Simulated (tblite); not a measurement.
# H13P25: the cost of one run

Programs: tblite 0.8.0 and PySCF 2.14.0, with routines of our own; each step states its level. All values are computed. Atoms count from 0.

## 1. The starting structure

38 atoms, charge 0, multiplicity 1; geometry from: force field, distance geometry or constructed start.

## 2. Optimising the geometry with GFN2-xTB

What the job is given:

```
{"job": {"kind": "relax", "xc": "GFN2-xTB", "basis": "xTB"}, "charge": 0, "multiplicity": 1}
P      4.181800     3.056100    -0.626200
P      2.537400     4.005200     0.608500
P      0.909500     3.055600    -0.623600
P      0.903600     1.172900     0.609200
P      2.539600     0.222500    -0.621200
P      4.173600     1.168000     0.612800
P     -0.731900     0.225400    -0.627900
P     -0.728600    -1.663000     0.616900
P      0.907000    -2.612500    -0.625000
P      2.537800    -1.666500     0.617000
P     -0.734100     4.001400     0.613300
P     -2.370800     3.055900    -0.624600
P     -2.371700     1.169200     0.620400
P     -4.002400     4.002000     0.612700
P     -5.643200     3.063000    -0.624400
P     -5.642900     1.169100     0.621700
P     -4.004200     0.225600    -0.623700
P     -4.005700    -1.669100     0.614400
P     -2.368900    -2.608600    -0.622100
P      5.816000     0.224600    -0.621900
P      4.174600    -2.606600    -0.623100
P      5.812300    -1.664200     0.615200
P     -2.364900    -4.495300     0.622000
P     -0.736200    -5.448900    -0.626100
P      0.904800    -4.497300     0.616300
H      5.184400     3.642200     0.146000
H      2.541300     5.175400    -0.153500
H     -0.732600     5.173700    -0.151600
H     -4.004000     5.173500    -0.154800
H     -6.653500     3.643500     0.146900
H     -6.651000     0.583800    -0.153900
H     -5.020200    -2.249600    -0.152600
H      6.825800     0.809100     0.141600
H      4.179000    -3.782200     0.147200
H      6.828000    -2.249100    -0.156100
H     -3.381500    -5.082900    -0.155700
H     -0.732800    -6.614900     0.139400
H      1.918800    -5.082600    -0.155400
```

Run with:

```console
> OMP_NUM_THREADS=4 python large_run.py task.json out
```

One launch serves the whole session: the jobs run in the order shown.

Q: Estimate the wall time and peak memory of this first job on 4 threads of Arm Neoverse N1, shared host.

About 5.4 s, with a peak of 0.16 GiB.
